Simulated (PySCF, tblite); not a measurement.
# C₄H₆BCl₂Si radical: geometry, infrared bands and EPR parameters

Wanted: the infrared bands and EPR parameters of C₄H₆BCl₂Si radical (`C=C[SiH2]/C=[C]\B(Cl)Cl`), by calculation.

Computed with tblite 0.8.0 and PySCF 2.14.0, with density-fitted response routines of our own, on a single molecule in the gas phase. Atoms are numbered from 0 throughout.

**1. The molecule as given**

14 atoms, charge 0, multiplicity 2; geometry from: force field or distance geometry start.

Bonds of the start (Å): C0–C1 1.32, C1–Si2 1.86, Si2–C3 1.86, C3–C4 1.33, C4–B5 1.57, B5–Cl6 1.85, B5–Cl7 1.86, C0–H8 1.09, C0–H9 1.08, C1–H10 1.09, Si2–H11 1.46, Si2–H12 1.47, C3–H13 1.09.

**2. Optimising the geometry with GFN2-xTB**

What the job is given:

```
{"job": {"kind": "relax", "xc": "GFN2-xTB", "basis": "xTB"}, "charge": 0, "multiplicity": 2}
C     -2.220800     0.306300     0.198300
C     -1.181700     0.098400     0.978600
Si     0.057200    -1.239400     0.608600
C      0.767200    -0.960700    -1.092100
C      1.425100     0.119900    -1.500800
B      1.849600     1.417600    -0.718200
Cl     2.551400     2.821600    -1.693200
Cl     2.060500     1.482700     1.124500
H     -2.931100     1.092900     0.442100
H     -2.399300    -0.292600    -0.685800
H     -1.031600     0.704800     1.869800
H      1.108400    -1.262500     1.620400
H     -0.646000    -2.533100     0.634900
H      0.590500    -1.756300    -1.809100
```

Command:

```sh
OMP_NUM_THREADS=1 python probes_run.py task.json out
```

The driver reads the jobs from task.json and runs them one after another.

Standard output:

```text
step      E/eV     max force
  0    -641.48353    2.739
  1    -641.73325    2.275
  2    -641.95247    0.960
  3    -641.99012    0.826
  4    -642.01146    0.575
  5    -642.03160    0.465
  6    -642.04334    0.360
  7    -642.06034    0.406
  8    -642.07241    0.323
  9    -642.08246    0.339
 10    -642.09467    0.311
 11    -642.10936    0.446
 12    -642.12950    0.559
 13    -642.15670    0.654
 14    -642.18660    0.507
 15    -642.21023    0.292
 16    -642.22626    0.282
 17    -642.24299    0.374
 18    -642.26304    0.444
 19    -642.28799    0.384
 20    -642.31422    0.353
 21    -642.33754    0.319
 22    -642.35708    0.594
 23    -642.36172    0.613
 24    -642.38420    0.350
 25    -642.39446    0.234
 26    -642.41196    0.309
 27    -642.42487    0.434
 28    -642.43664    0.344
 29    -642.44522    0.232
 30    -642.45093    0.180
 31    -642.45683    0.280
 32    -642.46951    0.419
 33    -642.48293    0.384
 34    -642.49175    0.220
 35    -642.49505    0.226
 36    -642.50119    0.204
 37    -642.50528    0.141
 38    -642.51068    0.135
 39    -642.51361    0.158
 40    -642.51675    0.139
 41    -642.51989    0.107
 42    -642.52231    0.096
 43    -642.52392    0.101
 44    -642.52576    0.127
 45    -642.52782    0.120
 46    -642.52949    0.092
 47    -642.53054    0.066
 48    -642.53131    0.065
 49    -642.53203    0.061
 50    -642.53263    0.051
 51    -642.53304    0.052
 52    -642.53336    0.048
 53    -642.53368    0.038
 54    -642.53403    0.049
 55    -642.53435    0.042
 56    -642.53462    0.038
 57    -642.53486    0.043
 58    -642.53513    0.040
 59    -642.53545    0.042
 60    -642.53579    0.044
 61    -642.53604    0.033
 62    -642.53617    0.026
 63    -642.53625    0.025
 64    -642.53634    0.024
 65    -642.53647    0.037
 66    -642.53662    0.043
 67    -642.53677    0.036
 68    -642.53689    0.027
 69    -642.53701    0.029
 70    -642.53715    0.031
 71    -642.53731    0.044
 72    -642.53749    0.042
 73    -642.53767    0.033
 74    -642.53787    0.038
 75    -642.53812    0.037
 76    -642.53844    0.051
 77    -642.53883    0.054
 78    -642.53927    0.055
 79    -642.53972    0.057
 80    -642.54013    0.044
 81    -642.54049    0.051
 82    -642.54080    0.036
 83    -642.54111    0.050
 84    -642.54144    0.058
 85    -642.54183    0.061
 86    -642.54220    0.068
 87    -642.54268    0.047
 88    -642.54323    0.058
 89    -642.54371    0.063
 90    -642.54453    0.117
 91    -642.54576    0.147
 92    -642.54736    0.137
 93    -642.54905    0.086
 94    -642.55045    0.103
 95    -642.55043    0.119
 96    -642.55137    0.196
 97    -642.55269    0.065
 98    -642.55335    0.051
 99    -642.55439    0.166
100    -642.55512    0.058
101    -642.55545    0.050
102    -642.55651    0.165
103    -642.55771    0.096
104    -642.55858    0.114
105    -642.55943    0.065
106    -642.55972    0.045
107    -642.55989    0.026
108    -642.56001    0.024
109    -642.56011    0.037
110    -642.56022    0.029
111    -642.56035    0.028
112    -642.56049    0.026
113    -642.56064    0.028
114    -642.56078    0.030
115    -642.56090    0.026
116    -642.56103    0.026
117    -642.56120    0.040
118    -642.56137    0.031
119    -642.56152    0.031
120    -642.56164    0.028
121    -642.56179    0.036
122    -642.56209    0.057
123    -642.56270    0.087
124    -642.56369    0.101
125    -642.56472    0.089
126    -642.56540    0.074
127    -642.56579    0.055
128    -642.56598    0.073
129    -642.56625    0.055
130    -642.56661    0.033
131    -642.56694    0.045
132    -642.56729    0.065
133    -642.56766    0.084
134    -642.56796    0.072
135    -642.56819    0.034
136    -642.56826    0.030
137    -642.56834    0.024
138    -642.56845    0.032
139    -642.56864    0.047
140    -642.56896    0.058
141    -642.56942    0.062
142    -642.56985    0.049
143    -642.57008    0.028
144    -642.56994    0.059
145    -642.57016    0.011
146    -642.57017    0.018
147    -642.57018    0.006
```

It took 1.1 s on 1 thread of Arm Neoverse V2, shared host.

Relaxation path: (not every step is listed)

| step | energy from step 0 (eV) | largest force (eV/Å) |
| --- | --- | --- |
| 0 | 0.0000 | 2.7393 |
| 1 | -0.2497 | 2.2755 |
| 2 | -0.4689 | 0.9600 |
| 3 | -0.5066 | 0.8263 |
| 4 | -0.5279 | 0.5746 |
| 5 | -0.5481 | 0.4646 |
| 6 | -0.5598 | 0.3600 |
| 7 | -0.5768 | 0.4060 |
| 8 | -0.5889 | 0.3227 |
| 21 | -0.8540 | 0.3189 |
| 34 | -1.0082 | 0.2197 |
| 47 | -1.0470 | 0.0664 |
| 60 | -1.0523 | 0.0443 |
| 73 | -1.0541 | 0.0334 |
| 86 | -1.0587 | 0.0680 |
| 99 | -1.0709 | 0.1664 |
| 112 | -1.0770 | 0.0257 |
| 125 | -1.0812 | 0.0888 |
| 138 | -1.0849 | 0.0323 |
| 142 | -1.0863 | 0.0488 |
| 143 | -1.0865 | 0.0283 |
| 144 | -1.0864 | 0.0594 |
| 145 | -1.0866 | 0.0110 |
| 146 | -1.0866 | 0.0177 |
| 147 | -1.0867 | 0.0061 |

Close pairs (by a distance rule), those that changed most:

| bond | before (Å) | after (Å) | change (Å) |
| --- | --- | --- | --- |
| C4–B5 | 1.574 | 1.461 | -0.113 |
| B5–Cl7 | 1.856 | 1.754 | -0.102 |
| B5–Cl6 | 1.848 | 1.753 | -0.095 |
| Si2–C3 | 1.864 | 1.931 | +0.067 |
| C3–C4 | 1.329 | 1.279 | -0.051 |
| C1–Si2 | 1.861 | 1.877 | +0.016 |
| Si2–H11 | 1.459 | 1.468 | +0.009 |
| C0–C1 | 1.316 | 1.325 | +0.009 |

The final coordinates are the input of the step that follows.

**3. Vibrational analysis with GFN2-xTB**

What the job is given:

```
{"job": {"kind": "ir", "xc": "GFN2-xTB", "basis": "xTB"}, "charge": 0, "multiplicity": 2}
C     -2.459836     0.424003     0.534732
C     -1.171767     0.162281     0.699844
Si    -0.342881    -1.476514     0.313289
C      1.318588    -1.080470    -0.588073
C      1.767419     0.111162    -0.704391
B      2.102301     1.533174    -0.733006
Cl     1.597681     2.545450    -2.072068
Cl     3.038966     2.255960     0.561956
H     -2.889027     1.386850     0.765804
H     -3.147174    -0.315840     0.157068
H     -0.529168     0.949233     1.078578
H      0.024904    -2.220440     1.524542
H     -1.129301    -2.312261    -0.599368
H      1.818617    -1.963060    -0.961074
```

Standard output:

```text
mode    cm-1     km/mol
  1      13.5      0.05
  2      23.4      0.10
  3      48.3      0.34
  4      48.9      0.04
  5     124.1      0.54
  6     133.6      1.69
  7     212.1      3.96
  8     279.2      0.47
  9     306.2      1.69
 10     404.5     27.32
 11     416.4     13.92
 12     428.3     11.94
 13     454.2      4.90
 14     498.6     28.20
 15     560.9     27.91
 16     624.4      8.58
 17     666.6      8.23
 18     685.4    278.83
 19     713.0    138.86
 20     732.1    148.68
 21     768.0    249.92
 22     923.0     16.55
 23    1009.4      8.33
 24    1020.4     15.47
 25    1026.1     11.34
 26    1112.4    252.30
 27    1267.6      0.88
 28    1417.2      3.26
 29    1664.0     14.79
 30    1906.2     39.65
 31    2219.6    314.07
 32    2238.5    207.62
 33    2997.4     12.79
 34    3026.1     29.20
 35    3081.1     22.44
 36    3104.1     32.94
```

Wall time 0.54 s (1 thread of Arm Neoverse V2, shared host).

Which atoms move in the most intense modes:

| cm⁻¹ | km/mol | atoms |
| --- | --- | --- |
| 685 | 278.8 | H11 34 %, H12 33 %, C1 13 % |
| 713 | 138.9 | B5 62 %, H13 22 % |
| 732 | 148.7 | Si2 29 %, C1 23 %, H12 16 %, H11 12 % |
| 768 | 249.9 | H11 37 %, H12 35 %, Si2 16 % |
| 1112 | 252.3 | B5 54 %, C3 30 %, H13 10 % |
| 1906 | 39.6 | C4 63 %, C3 31 % |
| 2220 | 314.1 | H11 90 % |
| 2238 | 207.6 | H12 90 % |

**4. g tensor and hyperfine couplings: B3LYP/pcH-1**

Settings changed since step 3:

```diff
@@ -1,2 +1,2 @@
-{"job": {"kind": "ir", "xc": "GFN2-xTB", "basis": "xTB"}, "charge": 0, "multiplicity": 2}
+{"job": {"kind": "epr", "basis": "pcH-1"}, "charge": 0, "multiplicity": 2}
 C     -2.459836     0.424003     0.534732
```

Level: UKS B3LYP, pcH-1 on B C Cl H Si, non-relativistic, mean-field spin-orbit, GIAO.

Standard output:

```text
UKS, coarse grid
  cycle   1  E = -1390.75307242  |g| = 3.60e-01
  cycle   2  E = -1390.74003413  |g| = 3.70e-01
  cycle   3  E = -1390.80815950  |g| = 5.45e-02
  cycle   4  E = -1390.80927410  |g| = 2.75e-02
  cycle   5  E = -1390.80965963  |g| = 1.04e-02
  cycle   6  E = -1390.80971865  |g| = 4.43e-03
  cycle   7  E = -1390.80973425  |g| = 1.59e-03
  cycle   8  E = -1390.80973762  |g| = 1.35e-03
  cycle   9  E = -1390.80973943  |g| = 5.71e-04
UKS, final grid
  cycle   1  E = -1390.80974056  |g| = 8.95e-04
  cycle   2  E = -1390.80973959  |g| = 1.68e-03
  cycle   3  E = -1390.80974107  |g| = 1.69e-04
  cycle   4  E = -1390.80974110  |g| = 9.02e-05
  cycle   5  E = -1390.80974113  |g| = 7.77e-05
  cycle   6  E = -1390.80974113  |g| = 1.12e-05
E = -1390.80974113 Eh   <S^2> = 0.7544 (exact 0.7500)
g shifts (ppm)      1          2          3
  rmc          -157       -157       -157
  gc             -4         38         40
  oz_so        -198       6082       6636
  total        -359       5963       6519
hyperfine (MHz)  atom isotope    a_iso     a_fc   dipolar eigenvalues
    0   13C      -0.25      -0.25     -0.48     -0.00      0.48
    1   13C      -1.30      -1.30     -0.88      0.31      0.57
    2  29Si     -90.36     -90.49    -25.80     12.77     13.03
    3   13C     -39.73     -39.73    -12.32      3.45      8.87
    4   13C      31.45      31.71    -57.24    -46.34    103.58
    5   11B     -14.18     -14.41    -14.78     -7.80     22.58
    6  35Cl       3.83       3.46    -12.16    -10.96     23.12
    7  35Cl       3.77       3.41    -11.99    -10.78     22.77
    8    1H       1.69       1.69     -0.63     -0.53      1.16
    9    1H       1.76       1.76     -0.68     -0.49      1.17
   10    1H       0.92       0.92     -3.08     -1.82      4.90
   11    1H       4.90       4.90     -1.94     -0.96      2.90
   12    1H       5.40       5.40     -1.98     -0.91      2.89
   13    1H     170.37     170.37     -4.58     -3.24      7.82
```

It took 2 min on 1 thread of Arm Neoverse V2, shared host; peak memory 1 GiB.

Principal g values 2.00196, 2.00828, 2.00884; g(iso) = 2.00636, against 2.00232 for a free electron.

Hyperfine couplings; where a row names several nuclei, a(iso) is their mean (it holds for fast rotation or exchange) and the dipolar term the largest among them:

| nuclei | isotope | a(iso) (MHz) | a(iso) (G, at g = 2.0023) | largest dipolar term (MHz) |
| --- | --- | --- | --- | --- |
| H13 | 1H | 170.4 | 60.8 | 7.8 |
| Si2 | 29Si | -90.4 | -32.2 | -25.8 |
| C3 | 13C | -39.7 | -14.2 | -12.3 |
| C4 | 13C | 31.4 | 11.2 | 103.6 |
| B5 | 11B | -14.2 | -5.1 | 22.6 |
| H11, H12 | 1H | 5.2 | 1.8 | 2.9 |
| Cl6, Cl7 | 35Cl | 3.8 | 1.4 | 23.1 |
| H9 | 1H | 1.8 | 0.6 | 1.2 |
| H8 | 1H | 1.7 | 0.6 | 1.2 |
| C1 | 13C | -1.3 | -0.5 | -0.9 |
| H10 | 1H | 0.9 | 0.3 | 4.9 |
| C0 | 13C | -0.3 | -0.1 | 0.5 |

Mulliken spin populations:

C0 0.00; C1 0.00; Si2 0.08; C3 -0.10; C4 0.70; B5 0.15; Cl6 0.05; Cl7 0.05; H8 0.00; H9 0.00; H10 0.00; H11 0.00; H12 0.00; H13 0.07

In first order the couplings over 0.8 MHz of 1H, 11B, 35Cl give 1336 distinct lines over 89.3 G, if the averaged nuclei exchange fast; the same motion can average rows kept apart here too.

Orbitals, density, ELF and potential are computed afterwards from the orbital file.

ELF in a plane through or near 6 of the atoms.

Ten even steps from ' ' (0.00) to '@' (1.00):
```
                                                        
                                                        
                                                        
                                  ::**##++..            
                ..                ##@@@@@@**            
              ......            ..%%@@@@@@**            
              ::::::..      ....::++@@@@%%--            
          ..----::----..    ==++####==::****--          
          ::--::++::++--    ++++**@@----@@@@##::        
          ::--..::%%%%**..  ==##**++====%%@@##::        
          ..==%%@@==..++--..==%%@@##..    ....          
          ..--####--**%%**##..--..::::                  
            ::++++##%%::::@@..##++--**--                
                ..--**++++%%--  ::%%%%**::              
                  **@@@@%%--..::==****==..              
                ..##@@@@%%..    ..::::..                
                  --##%%==                              
                                                        
                                                        
                                                        
```
The map spans 11.9 Å across and 10.2 Å up, centred on the molecule. Atoms in the plane (x, y in Å): C0 (2.2, 1.2), Si2 (0.9, -1.3), C3 (-1.0, -1.5), C4 (-1.8, -0.5), B5 (-2.6, 0.7), H8 (2.4, 2.3).

log10 of the density (e/Å³) in the same plane.

Ten even steps from ' ' (-4.0) to '@' (1.3):
```
                                                        
                                                        
            ........              ..........            
      ....::------::::..      ..::--------::..          
    ..::----======----::....::::--==++++++==::..        
    ::----==++++++====--::::----==++####**++--::..      
  ..::--==++++****++==------==++++**####**++==--..      
  ..--====++**####**++======++**####@@@@##**==--::      
  ..----==++**%%@@****++====**####%%%%%%##**++--::      
  ..::--==++**########**++++**######******++==--::      
    ..::--==++**##%%%%##**++**####**++++====--::..      
      ..::--==++####%%######**%%##**++==----::..        
      ..::--==++**####%%%%####@@@@****++--::..          
        ..::--==++**########****##****++--::..          
          ..::--==++**##****++++++++++==--::..          
            ..::--++****++============--::..            
              ..::--======--::------::::..              
                ....::::::............                  
                                                        
                                                        
```
The map spans 11.9 Å across and 10.2 Å up, centred on the molecule. Atoms in the plane (x, y in Å): C0 (2.2, 1.2), Si2 (0.9, -1.3), C3 (-1.0, -1.5), C4 (-1.8, -0.5), B5 (-2.6, 0.7), H8 (2.4, 2.3).

On the surface of density 0.002 e/bohr³ the electrostatic potential runs, from the 1st to the 99th percentile, from -0.61 V near Cl6 to 1.43 V near H13.

The spin density lies nearest to C4 52 %; B5 16 %; C3 7 % (both signs); H13 6 %.

**5. Outcome**

| quantity | value |
| --- | --- |
| strongest single infrared mode (GFN2-xTB) | 2220 cm⁻¹, 314 km/mol |
| zero-point energy (GFN2-xTB) | 51.7 kcal/mol |
| g(iso) (B3LYP) | 2.00636 |
| ⟨S²⟩ | 0.754 (exact 0.75) |
| largest a(iso) (averaged by class) | 1H on H13, 170.4 MHz |
| potential on the surface of density 0.002 e/bohr³, 1st and 99th percentile | -0.61 V and 1.43 V |

The optimisation took 147 steps and gained 1.087 eV; among the close pairs (by a distance rule), C4–B5 changed most, from 1.574 to 1.461 Å. All 36 modes are real, so the xTB geometry is a minimum. The strongest single mode, at 2220 cm⁻¹, moves mainly H11. Unscaled tight-binding wavenumbers are off by several per cent, some by more. Its intensities can rank the bands wrongly. Most of the unpaired spin sits on C4 (0.70 e). The isotropic g lies 4.0 ppt above the free-electron value. These values are for one conformer; the search (at its own cheap level) found 2 more, at 0.04, 0.62 kcal/mol (those within 0.05 may be mirror or relabelled copies), and measured spectra average over such forms.
